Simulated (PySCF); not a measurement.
# NdCl2: other functionals and bases at one geometry

An exercise on one series of results from a longer session: the logs are not shown, and one member is left open.

The runs use PySCF 2.14.0; several levels, as the steps say, no spin–orbit coupling.

1 further run of the same task is left out (for a known fault of the program).

### Where the work starts

3 atoms, charge 0, spin multiplicity 1.

Bond lengths: Nd1–Cl2 2.654 Å, Nd1–Cl3 2.654 Å. Angles: Cl2–Nd1–Cl3 132.6°.

Geometry (Å):

| atom | x (Å) | y (Å) | z (Å) |
| --- | --- | --- | --- |
| Nd1 | 0.00000 | 0.00000 | -0.32277 |
| Cl2 | 2.42988 | 0.00000 | 0.74483 |
| Cl3 | -2.42988 | 0.00000 | 0.74483 |

Formal oxidation states: Nd +2. Each metal's 4 4f electrons lie in its core potential, so multiplicities, spins and levels count the valence alone. An earlier session relaxed this geometry at PBE0, Nd lcecp-0-SVP with ECP50, Cl def2-SVP (singlet, point group C2v).

At PBE0 on the finer grid: E = -947.756958 Eh, frontier levels not given, since the 4f levels lie in the core, Mulliken charge on Nd1 +0.86 e, largest force component 0.007 eV/Å. 

Levels to run: wB97X; revPBE; PBE0, TZVP. Hardware: 2 threads of AMD EPYC 9R45 (Zen 5), shared host.

The first run:

run.py (the lines that set the calculation) reads:

```python
mol = gto.M(atom='''
Nd     0.00000     0.00000    -0.32277
Cl     2.42988     0.00000     0.74483
Cl    -2.42988     0.00000     0.74483''',
    basis={'Nd': 'lcecp-0-SVP', 'Cl': 'def2-SVP'},
    ecp={'Nd': 'lcecp-0-SVP'},
    charge=0, spin=0)
mf = dft.RKS(mol, xc='WB97X')
mf.grids.atom_grid = (75, 302)  # f atoms: unpruned, at least (60, 302)
mf = mf.density_fit()  # fitting sets: Nd AutoAux, Cl def2-universal-JKFIT
mf.conv_tol = 1e-08; mf.max_cycle = 55
mf.kernel(dm0)  # dm0: the density of the relaxed state
```

On the command line:

```
$ OMP_NUM_THREADS=2 python run.py
```

Among the steps run: wB97X; revPBE; PBE0, TZVP.

One table of the session follows, with a row left open; its other results are not shown here.

| level | charge on Nd1 (e) | dipole (D) | largest force component (eV/Å) |
| --- | --- | --- | --- |
| PBE0 (relaxed here) | 0.86 | 6.24 | 0.01 |
| wB97X | ? | ? | ? |
| revPBE | 0.75 | 5.92 | 0.18 |
| PBE0, TZVP | 1.19 | 6.44 | 0.03 |

Q: Estimate the row for wB97X from the others.

The run gave: charge on Nd1 (e): 0.90; dipole (D): 6.53; largest force component (eV/Å): 0.10. In the column «charge on Nd1 (e)» it lies between PBE0 (relaxed here) (0.86) and PBE0, TZVP (1.19).

The largest leftover force, 0.18 eV/Å with revPBE, stands at a geometry relaxed at another level. With 4f in the core, its levels are missing from HOMO and gap, and its count is fixed, so no charge can pass from the ligands into it. Total energies of different levels can't be compared.
